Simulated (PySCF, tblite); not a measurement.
# C₆H₆N₃ radical: geometry, infrared bands and EPR parameters

Wanted: the infrared bands and EPR parameters of C₆H₆N₃ radical (`[H]/N=C\c1nc[c]nc1C`), by calculation.

Programs: tblite 0.8.0 and PySCF 2.14.0, with density-fitted response routines of our own. Each step states its level of theory. These are calculated values for one molecule in the gas phase, unless marked as measured. Atoms count from 0, in the outputs and in this text.

## (1) The starting structure

15 atoms, charge 0, multiplicity 2; geometry from: force field or distance geometry start.

Bonds of the start (Å): C0–C1 1.49, C1–N2 1.38, N2–C3 1.35, C3–C4 1.37, C4–N5 1.36, N5–C6 1.36, C6–C7 1.47, C7–N8 1.29, C6–C1 1.39, C0–H9 1.09, C0–H10 1.10, C0–H11 1.09, C4–H12 1.08, C7–H13 1.11, N8–H14 1.03.

## (2) Optimising the geometry with GFN2-xTB

What the job is given:

```
{"job": {"kind": "relax", "xc": "GFN2-xTB", "basis": "xTB"}, "charge": 0, "multiplicity": 2}
C     -1.265600    -1.646300    -0.255600
C     -0.046500    -0.887500     0.131900
N      0.967000    -1.629600     0.709300
C      2.073800    -0.943300     1.057600
C      2.196400     0.413600     0.879700
N      1.216900     1.168500     0.312100
C      0.101400     0.486600    -0.049200
C     -0.950700     1.322800    -0.648800
N     -0.824900     2.594400    -0.828300
H     -1.450100    -1.557100    -1.327500
H     -2.148300    -1.265000     0.285900
H     -1.176500    -2.711100    -0.016800
H      3.094300     0.940900     1.177000
H     -1.892000     0.840400    -0.975100
H      0.100400     2.880600    -0.473900
```

On the command line:

```sh
OMP_NUM_THREADS=1 python probes_run.py task.json out
```

The driver reads the jobs from task.json and runs them one after another.

**Question.** This job is followed by: GFN2-xTB harmonic vibrations, gas phase; UKS B3LYP, pcH-1 on C H N, non-relativistic, mean-field spin-orbit, GIAO. Predict these results of the whole session: strongest single infrared mode (GFN2-xTB); zero-point energy (GFN2-xTB); g(iso) (B3LYP); ⟨S²⟩; largest a(iso) (averaged by class); potential on the surface of density 0.002 e/bohr³, 1st and 99th percentile.

The runs gave:

| quantity | value |
| --- | --- |
| strongest single infrared mode (GFN2-xTB) | 1701 cm⁻¹, 175 km/mol |
| zero-point energy (GFN2-xTB) | 68.6 kcal/mol |
| g(iso) (B3LYP) | 2.00218 |
| ⟨S²⟩ | 0.756 (exact 0.75) |
| largest a(iso) (averaged by class) | 13C on C3, 525.8 MHz |
| potential on the surface of density 0.002 e/bohr³, 1st and 99th percentile | -1.75 V and 1.20 V |

What this shows: Over 26 steps the energy fell by 0.424 eV; of the close pairs, N2–C3 changed most, 1.348 to 1.284 Å. All 39 modes are real, so the xTB geometry is a minimum. The strongest single mode, at 1701 cm⁻¹, moves mainly C7 and N8. Unscaled tight-binding wavenumbers are off by several per cent, some by more. Its intensities can rank the bands wrongly. C3 carries the largest spin population, 0.79 e. The isotropic g lies 0.1 ppt below the free-electron value. The conformer search found further structures of the same energy, which may be mirror or relabelled copies of this one.
